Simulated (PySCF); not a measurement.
# C₄H₁₁AlO: magnetic properties

Aim: compute the magnetic properties of C₄H₁₁AlO (`CC(C)(C)[O][AlH2]`).

Programs: PySCF 2.14.0, with routines of our own; each step states its level. All values are computed. Atoms count from 0.

### Step 1. The system as given

17 atoms, charge 0, multiplicity 1; geometry from: GFN2-xTB.

### Step 2. Geometry optimisation at PBE0-D3(BJ)/def2-SVP

What the job is given:

```
{"job": {"xc": "PBE0", "basis": "def2-SVP", "d3": "d3bj", "grid": 1, "kind": "geom"}, "charge": 0, "multiplicity": 1}
C     -0.937694     0.884211    -0.849859
C     -0.287899    -0.086151     0.139602
C     -1.029652    -0.054922     1.478394
C     -0.286688    -1.505464    -0.433495
O      1.041027     0.313473     0.354782
Al     2.588075     0.780313     0.608895
H     -1.968998     0.599811    -1.039808
H     -0.386457     0.876455    -1.787599
H     -0.913142     1.892631    -0.444260
H     -0.544377    -0.727721     2.182156
H     -1.002576     0.952100     1.889041
H     -2.064790    -0.359828     1.350284
H     -1.303425    -1.843435    -0.614194
H      0.267364    -1.522858    -1.369459
H      0.197008    -2.182802     0.266008
H      2.967788     2.263444     0.507574
H      3.657439    -0.267226     0.945308
```

Launch:

```sh
OMP_NUM_THREADS=1 python excited_run.py task.json out
```

The driver reads the jobs from task.json and runs them one after another.

Standard output:

```text
step   0  E = -476.10310250  max force = 0.031323
step   1  E = -476.10669721  max force = 0.005265
step   2  E = -476.10683099  max force = 0.000551
step   3  E = -476.10683922  max force = 0.000425
optimisation converged
```

It took 30 s on 1 thread of Arm Neoverse V1, shared host; peak memory 0.57 GiB.

Along the way:

```
step  energy from step 0 (eV)  largest force component (eV/Å)
   0                   0.0000                          1.6107
   1                  -0.0978                          0.2707
   2                  -0.1015                          0.0283
   3                  -0.1017                          0.0219
```

Close pairs (by a distance rule), those that changed most:

```
   bond  before (Å)  after (Å)  change (Å)
Al5–H15       1.534      1.586      +0.051
Al5–H16       1.534      1.585      +0.051
 O4–Al5       1.636      1.675      +0.039
  C0–H6       1.087      1.100      +0.014
 C3–H12       1.087      1.100      +0.014
 C2–H11       1.087      1.100      +0.014
  C0–H8       1.087      1.100      +0.013
 C3–H14       1.087      1.100      +0.013
```

The final coordinates are the input of the step that follows.

```
                         at the end point                value
  point group (found at 0.08 Å tolerance)                   Cs
rotational constants (GHz, main isotopes)  4.408, 1.644, 1.623
                        dipole moment (D)                 1.13
```

### Step 3. Magnetic properties: GIAO CAM-B3LYP/pcSseg-1

What the job is given:

```
{"job": {"kind": "mag", "xc": "CAM-B3LYP", "basis": "pcSseg-1", "isotopologues": 2}, "charge": 0, "multiplicity": 1}
C     -1.204953     0.502582    -1.032570
C     -0.580411    -0.479890    -0.043021
C     -1.341138    -0.454575     1.281818
C     -0.571725    -1.892450    -0.624727
O      0.737570    -0.089828     0.201759
Al     2.319152     0.393920     0.468317
H     -2.250398     0.239335    -1.253575
H     -0.640291     0.500836    -1.977270
H     -1.181908     1.522569    -0.620472
H     -0.870835    -1.140771     2.002252
H     -1.325745     0.559666     1.708703
H     -2.389884    -0.758468     1.146011
H     -1.592865    -2.248772    -0.827891
H     -0.004428    -1.911134    -1.567659
H     -0.092099    -2.589612     0.078509
H      2.678166     1.934484     0.357092
H      3.403633    -0.705841     0.825063
```

Method: GIAO CAM-B3LYP/pcSseg-1 magnetisability, rotational g tensor and spin-rotation constants, non-relativistic, gas phase.

Standard output:

```text
coarse grid: 13880 points
cycle   1  E = -476.4084487324  dE =  4.414e-01  |g| = 8.127e-01  |ddm| = 3.349e+00
cycle   2  E = -476.2749075438  dE =  1.335e-01  |g| = 1.195e+00  |ddm| = 1.348e+00
cycle   3  E = -476.5326521100  dE = -2.577e-01  |g| = 1.095e-01  |ddm| = 9.179e-01
cycle   4  E = -476.5348154217  dE = -2.163e-03  |g| = 3.942e-02  |ddm| = 9.250e-02
cycle   5  E = -476.5351791007  dE = -3.637e-04  |g| = 3.407e-03  |ddm| = 3.082e-02
cycle   6  E = -476.5351819355  dE = -2.835e-06  |g| = 9.697e-04  |ddm| = 4.268e-03
final grid: 127024 points
cycle   7  E = -476.5928875193  dE = -2.609e-05  |g| = 3.678e-03  |ddm| = 1.590e-02
cycle   8  E = -476.5928875556  dE = -3.634e-08  |g| = 3.861e-03  |ddm| = 5.183e-03
cycle   9  E = -476.5928905018  dE = -2.946e-06  |g| = 5.589e-04  |ddm| = 2.458e-03
cycle  10  E = -476.5928905512  dE = -4.932e-08  |g| = 1.855e-04  |ddm| = 4.998e-04
cycle  11  E = -476.5928905583  dE = -7.179e-09  |g| = 3.304e-05  |ddm| = 1.832e-04
cycle  12  E = -476.5928905586  dE = -2.460e-10  |g| = 9.140e-06  |ddm| = 3.849e-05
converged SCF energy = -476.5928905586

Magnetisability tensor (1e-30 J/T^2)
    -1150.08       10.36       -4.86
       10.36    -1185.78        9.48
       -4.86        9.48    -1128.94
isotropic -1154.93   principal values   -1190.34  -1147.53  -1126.94
isotropic susceptibility -69.552 1e-6 cm^3/mol

Inertial axes            a          b          c
rot. const./GHz      4.4080     1.6438     1.6227
chi total           -69.101    -71.684    -67.870
chi diamagnetic    -408.257   -848.500   -870.883
chi paramagnetic    339.156    776.816    803.012
quadrupole/D A       -1.616     -4.029      5.645
g nuclear            0.6727     0.5919     0.5970
g electronic        -0.7023    -0.5999    -0.6121
g total             -0.0296    -0.0080    -0.0151

Spin-rotation constants (kHz, H = +C I.J)
atom  isotope        aa         bb         cc
  5   27Al        3.237      0.795      1.012
  6     1H        0.139     -0.181     -0.185
  7     1H       -0.419     -0.184      0.030
  8     1H       -0.416     -0.010     -0.137
  9     1H       -0.420     -0.034     -0.116
 10     1H       -0.417     -0.035     -0.116
 11     1H        0.140     -0.193     -0.174
 12     1H        0.140     -0.181     -0.185
 13     1H       -0.420     -0.184      0.030
 14     1H       -0.420     -0.008     -0.138
 15     1H       -0.220     -0.006     -0.111
 16     1H       -0.218     -0.007     -0.111
  0    13C*       0.821      0.242      0.306
  1    13C*       0.767      0.424      0.412
  4    17O*      -0.900     -0.355     -0.142
* in the singly substituted isotopologue

Isotopologues: g along a, b, c
2H    at 6,7,8,9,10,11,    -0.0221    -0.0068    -0.0126
13C   at 0                 -0.0291    -0.0081    -0.0148
```

It took 35 s on 1 thread of Arm Neoverse V1, shared host; peak memory 0.85 GiB.

From this job:

```
              quantity                      value
       magnetisability           -1155·10⁻³⁰ J/T²
  molar susceptibility         -69.6·10⁻⁶ cm³/mol
rotational g (a, b, c)  -0.0296, -0.0080, -0.0151
```

### Step 4. Magnetic properties: GIAO OLYP/6-31G*

The job, as its differences from that of step 3:

```diff
@@ -1,2 +1,2 @@
-{"job": {"kind": "mag", "xc": "CAM-B3LYP", "basis": "pcSseg-1", "isotopologues": 2}, "charge": 0, "multiplicity": 1}
+{"job": {"kind": "mag", "xc": "OLYP", "basis": "6-31G*", "scf": {"aux": "def2-qzvpp-jkfit"}}, "charge": 0, "multiplicity": 1}
 C     -1.204953     0.502582    -1.032570
```

Level: GIAO OLYP/6-31G* magnetisability, rotational g tensor and spin-rotation constants, non-relativistic, gas phase.

Standard output:

```text
final grid: 127024 points
cycle   1  E = -476.3857055785  dE =  2.590e-01  |g| = 9.509e-01  |ddm| = 3.460e+00
cycle   2  E = -474.6986605951  dE =  1.687e+00  |g| = 2.652e+00  |ddm| = 3.350e+00
cycle   3  E = -476.5453092574  dE = -1.847e+00  |g| = 4.284e-01  |ddm| = 2.929e+00
cycle   4  E = -476.5873714633  dE = -4.206e-02  |g| = 1.435e-01  |ddm| = 5.206e-01
cycle   5  E = -476.5922904482  dE = -4.919e-03  |g| = 2.755e-02  |ddm| = 1.609e-01
cycle   6  E = -476.5925313667  dE = -2.409e-04  |g| = 1.288e-02  |ddm| = 4.450e-02
cycle   7  E = -476.5925667039  dE = -3.534e-05  |g| = 2.565e-03  |ddm| = 1.285e-02
cycle   8  E = -476.5925684958  dE = -1.792e-06  |g| = 2.959e-04  |ddm| = 3.177e-03
cycle   9  E = -476.5925685179  dE = -2.216e-08  |g| = 5.982e-05  |ddm| = 3.865e-04
cycle  10  E = -476.5925685188  dE = -8.622e-10  |g| = 1.528e-05  |ddm| = 8.424e-05
converged SCF energy = -476.5925685188

Magnetisability tensor (1e-30 J/T^2)
    -1123.74       14.33       -3.05
       14.33    -1171.77        9.91
       -3.05        9.91    -1116.43
isotropic -1137.32   principal values   -1177.48  -1119.81  -1114.66
isotropic susceptibility -68.491 1e-6 cm^3/mol

Inertial axes            a          b          c
rot. const./GHz      4.4080     1.6438     1.6227
chi total           -67.433    -70.909    -67.130
chi diamagnetic    -405.935   -846.622   -868.208
chi paramagnetic    338.502    775.713    801.078
quadrupole/D A       -1.668     -3.326      4.994
g nuclear            0.6727     0.5919     0.5970
g electronic        -0.7010    -0.5990    -0.6107
g total             -0.0283    -0.0071    -0.0136

Spin-rotation constants (kHz, H = +C I.J)
atom  isotope        aa         bb         cc
  5   27Al        2.581      0.682      0.854
  6     1H        0.144     -0.185     -0.190
  7     1H       -0.431     -0.190      0.029
  8     1H       -0.427     -0.010     -0.144
  9     1H       -0.432     -0.037     -0.120
 10     1H       -0.429     -0.038     -0.121
 11     1H        0.145     -0.195     -0.180
 12     1H        0.144     -0.185     -0.190
 13     1H       -0.432     -0.190      0.029
 14     1H       -0.431     -0.008     -0.144
 15     1H       -0.212     -0.005     -0.108
 16     1H       -0.209     -0.006     -0.108
  0    13C*       0.746      0.228      0.277
  1    13C*       0.722      0.401      0.388
  4    17O*      -0.935     -0.380     -0.136
* in the singly substituted isotopologue
```

Run time: 19 s. Hardware: 1 thread of Arm Neoverse V1, shared host; peak memory 0.56 GiB.

In short:

```
              quantity                      value
       magnetisability           -1137·10⁻³⁰ J/T²
  molar susceptibility         -68.5·10⁻⁶ cm³/mol
rotational g (a, b, c)  -0.0283, -0.0071, -0.0136
```

### Step 5. Magnetic properties: GIAO X3LYP/pcseg-1

The job, as its differences from that of step 4:

```diff
@@ -1,2 +1,2 @@
-{"job": {"kind": "mag", "xc": "OLYP", "basis": "6-31G*", "scf": {"aux": "def2-qzvpp-jkfit"}}, "charge": 0, "multiplicity": 1}
+{"job": {"kind": "mag", "xc": "X3LYP", "basis": "pcseg-1", "scf": {"conv": 1e-07, "level_shift": 0.2}}, "charge": 0, "multiplicity": 1}
 C     -1.204953     0.502582    -1.032570
```

With the program's defaults for keys left out, this is: GIAO X3LYP/pcseg-1 magnetisability, rotational g tensor and spin-rotation constants, non-relativistic, gas phase.

Standard output:

```text
final grid: 127024 points
cycle   1  E = -476.4340837386  dE =  3.158e-01  |g| = 7.609e-01  |ddm| = 3.675e+00
cycle   2  E = -476.3949358998  dE =  3.915e-02  |g| = 9.496e-01  |ddm| = 1.241e+00
cycle   3  E = -476.5497871186  dE = -1.549e-01  |g| = 1.707e-01  |ddm| = 4.821e-01
cycle   4  E = -476.5560690760  dE = -6.282e-03  |g| = 3.554e-02  |ddm| = 1.572e-01
cycle   5  E = -476.5564262629  dE = -3.572e-04  |g| = 7.586e-03  |ddm| = 4.884e-02
cycle   6  E = -476.5564476778  dE = -2.141e-05  |g| = 2.568e-03  |ddm| = 1.272e-02
cycle   7  E = -476.5564508481  dE = -3.170e-06  |g| = 6.631e-04  |ddm| = 4.405e-03
cycle   8  E = -476.5564512967  dE = -4.485e-07  |g| = 3.646e-04  |ddm| = 1.773e-03
cycle   9  E = -476.5564514037  dE = -1.071e-07  |g| = 1.260e-04  |ddm| = 7.038e-04
cycle  10  E = -476.5564514229  dE = -1.919e-08  |g| = 5.599e-05  |ddm| = 3.084e-04
level shift removed, Fock matrix diagonalised once more
converged SCF energy = -476.5564514229

Magnetisability tensor (1e-30 J/T^2)
    -1140.75       10.63       -5.41
       10.63    -1177.69        9.97
       -5.41        9.97    -1117.27
isotropic -1145.23   principal values   -1182.41  -1138.20  -1115.10
isotropic susceptibility -68.968 1e-6 cm^3/mol

Inertial axes            a          b          c
rot. const./GHz      4.4080     1.6438     1.6227
chi total           -68.540    -71.206    -67.157
chi diamagnetic    -408.197   -848.224   -870.193
chi paramagnetic    339.657    777.018    803.036
quadrupole/D A       -1.137     -3.917      5.054
g nuclear            0.6727     0.5919     0.5970
g electronic        -0.7034    -0.6000    -0.6122
g total             -0.0307    -0.0081    -0.0151

Spin-rotation constants (kHz, H = +C I.J)
atom  isotope        aa         bb         cc
  5   27Al        2.982      0.739      0.992
  6     1H        0.144     -0.182     -0.187
  7     1H       -0.424     -0.187      0.031
  8     1H       -0.421     -0.009     -0.139
  9     1H       -0.425     -0.035     -0.117
 10     1H       -0.422     -0.035     -0.117
 11     1H        0.145     -0.194     -0.176
 12     1H        0.145     -0.183     -0.187
 13     1H       -0.425     -0.187      0.031
 14     1H       -0.425     -0.007     -0.140
 15     1H       -0.214     -0.005     -0.110
 16     1H       -0.211     -0.006     -0.110
  0    13C*       0.778      0.229      0.289
  1    13C*       0.749      0.416      0.404
  4    17O*      -0.899     -0.382     -0.151
* in the singly substituted isotopologue
```

Run time: 27 s. Hardware: 1 thread of Arm Neoverse V1, shared host; peak memory 0.77 GiB.

From this job:

```
              quantity                      value
       magnetisability           -1145·10⁻³⁰ J/T²
  molar susceptibility         -69.0·10⁻⁶ cm³/mol
rotational g (a, b, c)  -0.0307, -0.0081, -0.0151
```

### Step 6. Magnetic properties side by side

```
                  level  ξ (10⁻³⁰ J/T²)     g(a)     g(b)  gap (eV)  functions  time
GIAO CAM-B3LYP/pcSseg-1           -1155  -0.0296  -0.0080      8.99        164  35 s
       GIAO OLYP/6-31G*           -1137  -0.0283  -0.0071      4.50        110  19 s
     GIAO X3LYP/pcseg-1           -1145  -0.0307  -0.0081      6.32        143  27 s
```

### Step 7. Summary of results

```
                                                quantity                      value
                                             point group                         Cs
                    rotational constants (main isotopes)       4.41, 1.64, 1.62 GHz
       magnetisability (step 3, GIAO CAM-B3LYP/pcSseg-1)           -1155·10⁻³⁰ J/T²
  molar susceptibility (step 3, GIAO CAM-B3LYP/pcSseg-1)         -69.6·10⁻⁶ cm³/mol
rotational g (a, b, c) (step 3, GIAO CAM-B3LYP/pcSseg-1)  -0.0296, -0.0080, -0.0151
                         magnetisability over the levels  -1155 to -1137·10⁻³⁰ J/T²
```

In words: Over 3 steps the energy fell by 0.102 eV; of the close pairs, Al5–H15 changed most, 1.534 to 1.586 Å. The magnetisability spreads by 1.5 % over 3 levels, from GIAO CAM-B3LYP/pcSseg-1 (35 s) to GIAO OLYP/6-31G* (19 s); the runs took 19 s to 35 s. Vibrational averaging and real surroundings are missing from these values.
